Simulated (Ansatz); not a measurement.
## CsLiCr2Te2S3 in Ansatz: the effect of Hubbard term

Crystal: CsLiCr2Te2S3.

```
CELL_PARAMETERS angstrom
3.42162 -5.18069 0.00784
3.42162 5.18069 0.00784
-2.90411 0.00000 7.43093
ATOMIC_POSITIONS crystal
Cs 0.09374 0.09374 0.00853
Li 0.58875 0.58875 0.55336
Cr 0.05646 0.46755 0.55790
Cr 0.46755 0.05646 0.55790
Te 0.56486 0.87357 0.29035
Te 0.87357 0.56486 0.29035
S 0.81151 0.39697 0.73347
S 0.39697 0.81151 0.73347
S 0.21404 0.21404 0.48371
```

The cell was built by a generator and needn't be a form met in nature.

Alike in all runs:

* Program: Ansatz 0.2.0
* Task: single point
* Functional: PBE
* Potentials or basis: all-electron LAPW, scalar-relativistic
* Cutoff: 292 eV (chosen from the basis error)
* Basis error allowed: 0.002 eV/atom
* k mesh: 4 × 4 × 3
* Occupations: fermi-dirac, width 0.05 eV
* Spin: collinear spin, ferromagnetic start
* Starting moments: [0.0, 0.0, 3.0, 3.0, 0.0, 0.0, 0.0, 0.0, 0.0] μB

| Hubbard term | pressure (GPa) | moment (μB) | largest force (eV/Å) |
| --- | --- | --- | --- |
| none | ? | ? | ? |
| Cr d U = 3 eV | 2.7 | 5.19 | 1.39 |
| Cr d U = 6 eV | 5.0 | 5.98 | 2.63 |

Problem. What does the run with Hubbard term none give?

Solution. Pressure 0.0 GPa; moment 4.01 μB; largest force 0.04 eV/Å.

Caveats: the k mesh is thin for a metal, which can move the energy by tens of meV per atom; only a ferromagnetic start was run, and an antiferromagnetic order may lie lower in energy; the magnetic state may not be the lowest (some runs); U is the effective U less J, on atomic orbitals that reach past the spheres (some runs); forces of over 1 eV/Å show positions far from the minimum, so gaps and moduli don't describe the material at rest (some runs).
